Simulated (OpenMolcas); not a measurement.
# A workflow on InCNClF (SMILES N#[C][In]([F])[Cl])

We compute a series of 8 runs (UHF/def2-SVP, CASSCF(6,6)/def2-SVP, CASPT2(6,6)/def2-SVP, CASPT2[IPEA 0](6,6)/def2-SVP, SC-NEVPT2(6,6)/def2-SVP, PC-NEVPT2(6,6)/def2-SVP, MC-PDFT[tPBE](6,6)/def2-SVP, MC-PDFT[ftPBE](6,6)/def2-SVP) of InCNClF. 

Program for the calculation: OpenMolcas 26.06.

## 1. The molecule

The species is InCNClF (5 atoms), meant as a singlet with charge 0. As SMILES, `N#[C][In]([F])[Cl]`. One bond was lengthened or shortened from a relaxed shape.

Bond lengths: N1–C2 1.498 Å, C2–In3 2.082 Å, In3–F4 1.924 Å, In3–Cl5 2.280 Å. Angles: N1–C2–In3 178.9°, C2–In3–F4 118.2°, C2–In3–Cl5 125.8°, F4–In3–Cl5 115.9°.

## 2. The energy at UHF/def2-SVP (core potential) (run 1)

Input file step1.input:

```
&GATEWAY
 BasLib = $CurrDir
 Coord
 5
 angstrom
 N       -1.575799       1.651488       1.862957
 C       -0.781900       0.784400       0.934900
 In       0.330400      -0.389600      -0.376400
 F        0.434400      -2.280900      -0.039700
 Cl       1.459700       0.361000      -2.209100
 Basis = def2-SVP
 Group = NoSym

&SEWARD

&SCF
 UHF
 Scramble = 0.25
 PrOrbitals = 0
```

The basis set def2-SVP is read from a file made from the Basis Set Exchange's data (not shown).

Command:

```sh
$ export MOLCAS_MEM=1860
$ pymolcas step1.input > step1.log
```

The program printed, shortened:

```text
--- Start Module: gateway ---
[...]
--- Stop Module: gateway /rc=_RC_ALL_IS_WELL_ ---
--- Start Module: seward ---
[...]
      Basis functions           86
--- Stop Module: seward /rc=_RC_ALL_IS_WELL_ ---
[...]
--- Start Module: scf ---
[...]
       Convergence after  43 Iterations
[...]
::    Total SCF energy                               -840.1317205114
[...]
      Total spin, S                                     0.8278163042
[...]
      Total electronic charge=   60.000000
      Total            charge=   -0.000000
[...]
      Dipole Moment (debye):
      Origin of the operator (angstrom)=    0.3377   -0.2203   -0.4308
                   X=  2.6607E-01               Y=  7.5900E-01               Z= -5.8042E-01           Total=  9.9185E-01
      Quadrupole Moment (debye*angstrom):
[...]
--- Stop Module: scf /rc=_RC_ALL_IS_WELL_ ---
[...]
```

Run time: 11 s. Hardware: 1 thread of Intel Xeon 6975P-C (Granite Rapids), shared host; peak memory 0.47 GiB.

## 3. The energy at CASSCF(6,6)/def2-SVP (core potential) (run 2)

Input file step2.inp:

```
* CClFInN CASSCF
&GATEWAY
BASLIB=$CurrDir
COORD
5
angstrom
N       -1.575799       1.651488       1.862957
C       -0.781900       0.784400       0.934900
In       0.330400      -0.389600      -0.376400
F        0.434400      -2.280900      -0.039700
Cl       1.459700       0.361000      -2.209100
BASIS=def2-SVP
GROUP=NoSym
&SEWARD
&RASSCF
FILEORB=$CurrDir/step1.UnaOrb
SPIN=1
NACTEL=6 0 0
INACTIVE=27
RAS2=6
ORBLISTING=NoCore
ORBAPPEAR=Compact
```

The basis set def2-SVP is read from a file made from the Basis Set Exchange's data (not shown).

Command:

```sh
$ export MOLCAS_MEM=1860
$ pymolcas step2.inp > step2.log
```

The program printed, shortened:

```text
--- Start Module: gateway ---
[...]
--- Stop Module: gateway /rc=_RC_ALL_IS_WELL_ ---
--- Start Module: seward ---
[...]
      Basis functions           86
--- Stop Module: seward /rc=_RC_ALL_IS_WELL_ ---
[...]
--- Start Module: rasscf ---
[...]
      Number of active orbitals                  6
[...]
      Spin quantum number                      0.0
[...]
      Active orbitals                            6
[...]
      Number of CSFs                           175
[...]
      Number of root(s) required                 1
[...]
      Convergence after 12 iterations
[...]
      printout of CI-coefficients larger than  0.05 for root  1
      energy=    -840.240277
      conf/sym  111111     Coeff  Weight
             1  222000  -0.91282 0.83325
            11  220200   0.20404 0.04163
            18  2udud0  -0.17804 0.03170
            26  u2du0d   0.10079 0.01016
            31  202020   0.20243 0.04098
            39  ud20ud  -0.10151 0.01031
[...]
      Natural orbitals and occupation numbers for root  1
      sym 1:   1.950785   1.843054   1.842071   0.157737   0.156471   0.049881
      ************************************************************************************************************************
      *                                                    Final results                                                     *
[...]
::    RASSCF root number  1 Total energy:   -840.24027731
[...]
      Total electronic charge=   60.000000
      Total            charge=   -0.000000
[...]
      Dipole Moment (debye):
      Origin of the operator (angstrom)=    0.3377   -0.2203   -0.4308
                   X=  5.3877E-01               Y=  4.9993E-01               Z= -9.0930E-01           Total=  1.1692E+00
      Quadrupole Moment (debye*angstrom):
[...]
--- Stop Module: rasscf /rc=_RC_ALL_IS_WELL_ ---
[...]
```

Wall time 6 s (1 thread of Intel Xeon 6975P-C (Granite Rapids), shared host); peak memory 0.47 GiB.

Run 3 isn't shown in full; the table further down has it.

## 4. The energy at CASPT2[IPEA 0](6,6)/def2-SVP (core potential) (run 4)

Input file step4.inp:

```
&GATEWAY
 BasLib=$CurrDir
 Coord
 5
 angstrom
 N       -1.575799       1.651488       1.862957
 C       -0.781900       0.784400       0.934900
 In       0.330400      -0.389600      -0.376400
 F        0.434400      -2.280900      -0.039700
 Cl       1.459700       0.361000      -2.209100
 Basis=def2-SVP
 Group=NoSym

&SEWARD

&RASSCF
 FileOrb=$CurrDir/step2.RasOrb
 Spin=1
 Nactel=6 0 0
 Inactive=27
 Ras2=6
 OrbListing=NoCore
 OrbAppear=Compact

&CASPT2
 IPEA=0
 Imaginary=0.1
 Frozen=12
```

The basis set def2-SVP is read from a file made from the Basis Set Exchange's data (not shown).

Command:

```sh
$ export MOLCAS_MEM=1860
$ pymolcas step4.inp > step4.log
```

The program printed, shortened:

```text
--- Start Module: gateway ---
[...]
--- Stop Module: gateway /rc=_RC_ALL_IS_WELL_ ---
[...]
      Basis functions           86
[...]
--- Start Module: rasscf ---
[...]
      Number of active orbitals                  6
[...]
      Spin quantum number                      0.0
[...]
      Active orbitals                            6
[...]
      Number of CSFs                           175
[...]
      Number of root(s) required                 1
[...]
      Convergence after  4 iterations
[...]
      printout of CI-coefficients larger than  0.05 for root  1
      energy=    -840.240277
      conf/sym  111111     Coeff  Weight
             1  222000  -0.91282 0.83325
            11  220200   0.20404 0.04163
            18  2udud0  -0.17804 0.03170
            26  u2du0d   0.10079 0.01016
            31  202020   0.20243 0.04098
            39  ud20ud  -0.10151 0.01031
[...]
      Natural orbitals and occupation numbers for root  1
      sym 1:   1.950785   1.843053   1.842070   0.157738   0.156472   0.049881
      ************************************************************************************************************************
      *                                                    Final results                                                     *
[...]
::    RASSCF root number  1 Total energy:   -840.24027731
[...]
      Total electronic charge=   60.000000
      Total            charge=   -0.000000
[...]
      Dipole Moment (debye):
      Origin of the operator (angstrom)=    0.3377   -0.2203   -0.4308
                   X=  5.3876E-01               Y=  4.9994E-01               Z= -9.0929E-01           Total=  1.1692E+00
      Quadrupole Moment (debye*angstrom):
[...]
--- Stop Module: rasscf /rc=_RC_ALL_IS_WELL_ ---
[...]
--- Start Module: caspt2 ---
[...]
 ###    WARNING: User changed nr of frozen orbitals.                         ###
 ###############################################################################
[...]
      E2 (Variational):          -0.5510901368
      Total energy:            -840.7913674470
[...]
      Reference weight:           0.85133
[...]
::    CASPT2 Root  1     Total energy:   -840.79136745
[...]
--- Stop Module: caspt2 /rc=_RC_ALL_IS_WELL_ ---
[...]
```

Wall time 6 s (1 thread of Intel Xeon 6975P-C (Granite Rapids), shared host); peak memory 0.47 GiB.

Runs 5 to 7 aren't shown in full; the table further down has their settings and results.

## 5. The energy at MC-PDFT[ftPBE](6,6)/def2-SVP (core potential) (run 8)

Input file step8.input:

```
* CClFInN MC-PDFT
&GATEWAY
BASLIB
$CurrDir
COORD
5
angstrom
N       -1.575799       1.651488       1.862957
C       -0.781900       0.784400       0.934900
In       0.330400      -0.389600      -0.376400
F        0.434400      -2.280900      -0.039700
Cl       1.459700       0.361000      -2.209100
BASIS
def2-SVP
GROUP
NoSym
&SEWARD
&RASSCF
FILEORB
$CurrDir/step2.RasOrb
SPIN
1
NACTEL
6 0 0
INACTIVE
27
RAS2
6
ORBLISTING
NoCore
ORBAPPEAR
Compact
&MCPDFT
KSDFT
FT:PBE
```

The basis set def2-SVP is read from a file made from the Basis Set Exchange's data (not shown).

Command:

```sh
$ export MOLCAS_MEM=1860
$ pymolcas step8.input > step8.log
```

The program printed, shortened:

```text
--- Start Module: gateway ---
[...]
--- Stop Module: gateway /rc=_RC_ALL_IS_WELL_ ---
[...]
      Basis functions           86
[...]
--- Start Module: rasscf ---
[...]
      Number of active orbitals                  6
[...]
      Spin quantum number                      0.0
[...]
      Active orbitals                            6
[...]
      Number of CSFs                           175
[...]
      Number of root(s) required                 1
[...]
      Convergence after  4 iterations
[...]
      printout of CI-coefficients larger than  0.05 for root  1
      energy=    -840.240277
      conf/sym  111111     Coeff  Weight
             1  222000  -0.91282 0.83325
            11  220200   0.20404 0.04163
            18  2udud0  -0.17804 0.03170
            26  u2du0d   0.10079 0.01016
            31  202020   0.20243 0.04098
            39  ud20ud  -0.10151 0.01031
[...]
      Natural orbitals and occupation numbers for root  1
      sym 1:   1.950785   1.843053   1.842070   0.157738   0.156472   0.049881
      ************************************************************************************************************************
      *                                                    Final results                                                     *
[...]
::    RASSCF root number  1 Total energy:   -840.24027731
[...]
      Total electronic charge=   60.000000
      Total            charge=   -0.000000
[...]
      Dipole Moment (debye):
      Origin of the operator (angstrom)=    0.3377   -0.2203   -0.4308
                   X=  5.3876E-01               Y=  4.9994E-01               Z= -9.0929E-01           Total=  1.1692E+00
      Quadrupole Moment (debye*angstrom):
[...]
--- Stop Module: rasscf /rc=_RC_ALL_IS_WELL_ ---
[...]
--- Start Module: mcpdft ---
[...]
 ###    WARNING: Deprecation warning: KSDF should be replaced                ###
 ###    with FUNC keyword                                                    ###
 ###############################################################################
[...]
::    MCPDFT root number  1 Total energy:   -842.42276366
--- Stop Module: mcpdft /rc=_RC_ALL_IS_WELL_ ---
[...]
```

It took 5.4 s on 1 thread of Intel Xeon 6975P-C (Granite Rapids), shared host; peak memory 0.47 GiB.

## 6. All runs side by side

| run | level | scramble | active rule | energy (Eh) | dipole moment (D) of the reference | wall time |
| --- | --- | --- | --- | --- | --- | --- |
| 1 | UHF/def2-SVP (core potential) | 0.25 | – | -840.131721 | 0.99 | 11 s |
| 2 | CASSCF(6,6)/def2-SVP (core potential) | – | uhf natural orbitals | -840.240277 | 1.17 | 6 s |
| 3 | CASPT2(6,6)/def2-SVP (core potential) | – | uhf natural orbitals | -840.787810 | 1.17 | 6 s |
| 4 | CASPT2[IPEA 0](6,6)/def2-SVP (core potential) | – | uhf natural orbitals | -840.791367 | 1.17 | 6 s |
| 5 | SC-NEVPT2(6,6)/def2-SVP (core potential) | – | uhf natural orbitals | -840.777173 | 1.17 | 4.8 s |
| 6 | PC-NEVPT2(6,6)/def2-SVP (core potential) | – | uhf natural orbitals | -840.778441 | 1.17 | 5.4 s |
| 7 | MC-PDFT[tPBE](6,6)/def2-SVP (core potential) | – | uhf natural orbitals | -842.219745 | 1.17 | 4.8 s |
| 8 | MC-PDFT[ftPBE](6,6)/def2-SVP (core potential) | – | uhf natural orbitals | -842.422764 | 1.17 | 5.4 s |

## 7. What came out

| quantity | value |
| --- | --- |
| run 8, MC-PDFT[ftPBE](6,6)/def2-SVP: total energy | -842.42276 Eh |
| run 8, MC-PDFT[ftPBE](6,6)/def2-SVP: dipole moment (CASSCF density) | 1.17 D |

In words: Below the UHF energy at the same shape and in the same basis (def2-SVP): CASSCF(6,6) -108.6 mEh; CASPT2(6,6) -656.1 mEh; CASPT2[IPEA 0](6,6) -659.6 mEh; SC-NEVPT2(6,6) -645.5 mEh; PC-NEVPT2(6,6) -646.7 mEh. Active-space methods hold only the correlation inside their space unless a perturbation or CI step follows. Spin contamination of the reference: run 1 ⟨S²⟩ = 1.51. Where it is this large, the reference is a mixture of spin states, and values that rest on it are in doubt. All runs together took 50 s, the longest 11 s.
